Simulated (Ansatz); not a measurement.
# NiMoIrPdW: relaxation of cell and atoms with RPBE

Crystal: NiMoIrPdW.

```
Ni Mo Pd Ir W
1.0
     4.11705    0.00000    0.00000
    -2.05853    3.56547    0.00000
     0.00000    0.00000    5.44580
Ni Mo Pd Ir W
1 1 1 1 1
Direct
  0.00000 0.00000 0.95775
  0.66667 0.33333 0.96161
  0.66667 0.33333 0.46295
  0.33333 0.66667 0.72572
  0.33333 0.66667 0.23642
```

The cell was built by a generator and needn't be a form met in nature.

| Item | Value |
| --- | --- |
| Program | Ansatz 0.2.0 |
| Task | relaxation of cell and atoms |
| Functional | RPBE |
| Potentials or basis | Ansatz PAW |
| Cutoff | 420 eV (not typed: the program's choice for these potentials) |
| k mesh | 6 × 6 × 4 |
| Occupations | fermi-dirac, width 0.05 eV |
| Spin | collinear spin, ferromagnetic start |
| Starting moments | [1.0, 1.0, 0.0, 0.6, 0.0] μB |

```yaml
Relaxed_volume: 16.26 Å³/atom
Relaxed_cell: a = 4.140 Å, b = 4.140 Å, c = 5.477 Å, α = 90.00°, β = 90.00°, γ = 120.00°
Space_group_after_relaxing_to_0.05_Å: P3m1 (No. 156)
Energy_gained_by_relaxing: 3.5 meV/atom
Ionic_steps: 7
Pressure_after_relaxing: 0.0 GPa
Band_gap_on_the_k_mesh: none (metal or under the smearing width)
Net_moment: 0.00 μB per cell
Absolute_moment: 0.00 μB per cell
```

The path:
| step | energy change (eV) | largest force (eV/Å) | volume (Å³) |
| --- | --- | --- | --- |
| 1 | 0.0000 | 0.2006 | 79.94 |
| 2 | 0.0004 | 0.0851 | 82.62 |
| 3 | -0.0168 | 0.0128 | 81.32 |
| 4 | -0.0168 | 0.0244 | 81.31 |
| 5 | -0.0170 | 0.0033 | 81.29 |
| 6 | -0.0170 | 0.0010 | 81.30 |
| 7 | -0.0176 | 0.0009 | 81.30 |

Final structure:
```
CELL_PARAMETERS angstrom
4.13978 0.00000 0.00000
-2.06989 3.58515 0.00000
0.00000 0.00000 5.47748
ATOMIC_POSITIONS crystal
Ni 0.00000 0.00000 0.95639
Mo 0.66667 0.33333 0.96399
Pd 0.66667 0.33333 0.46407
Ir 0.33333 0.66667 0.72509
W 0.33333 0.66667 0.23491
```

Levels at points of the mesh, in eV from the Fermi level:
Spin up:
| k point | band 36 | band 37 | band 38 | band 39 | band 40 | band 41 | band 42 | band 43 | band 44 | band 45 |
| --- | --- | --- | --- | --- | --- | --- | --- | --- | --- | --- |
| (0.00, 0.00, 0.00) | -1.69 | -1.69 | -1.00 | -0.83 | -0.83 | 0.76 | 0.76 | 1.76 | 1.76 | 2.91 |
| (0.00, 0.00, -0.50) | -1.46 | -1.46 | -0.85 | -0.37 | -0.37 | -0.19 | -0.19 | 0.87 | 2.22 | 2.22 |
| (0.00, -0.50, 0.00) | -1.59 | -1.44 | -1.07 | -0.58 | -0.31 | 0.89 | 1.12 | 1.20 | 1.53 | 1.84 |
| (0.00, -0.50, -0.50) | -1.84 | -1.69 | -1.67 | -0.92 | -0.92 | -0.39 | -0.03 | 0.30 | 1.05 | 1.35 |
Spin down:
```csv
k point,band 37,band 38,band 39,band 40,band 41,band 42,band 43,band 44
"(0.00, 0.00, 0.00)",-1.69,-1.00,-0.83,-0.83,0.76,0.76,1.76,1.76
"(0.00, 0.00, -0.50)",-1.46,-0.85,-0.37,-0.37,-0.19,-0.19,0.87,2.22
"(0.00, -0.50, 0.00)",-1.44,-1.07,-0.58,-0.31,0.89,1.12,1.20,1.53
"(0.00, -0.50, -0.50)",-1.69,-1.67,-0.92,-0.92,-0.39,-0.03,0.30,1.05
```

Wall time 9.3 s on 8 threads of AMD EPYC 9R45 96-Core Processor (Zen 5), on a shared host, peak memory 0.74 GiB.

Caveat: the plane-wave basis is chosen anew once the cell has moved, so the energies of steps on either side of that aren't comparable; the PAW data sets come from PBE, with cores solved anew for the run's functional, which leaves a small shift of forces and pressure; the starting moments weren't kept. The run has no spin-orbit coupling, so splittings on Ir, W are missing.
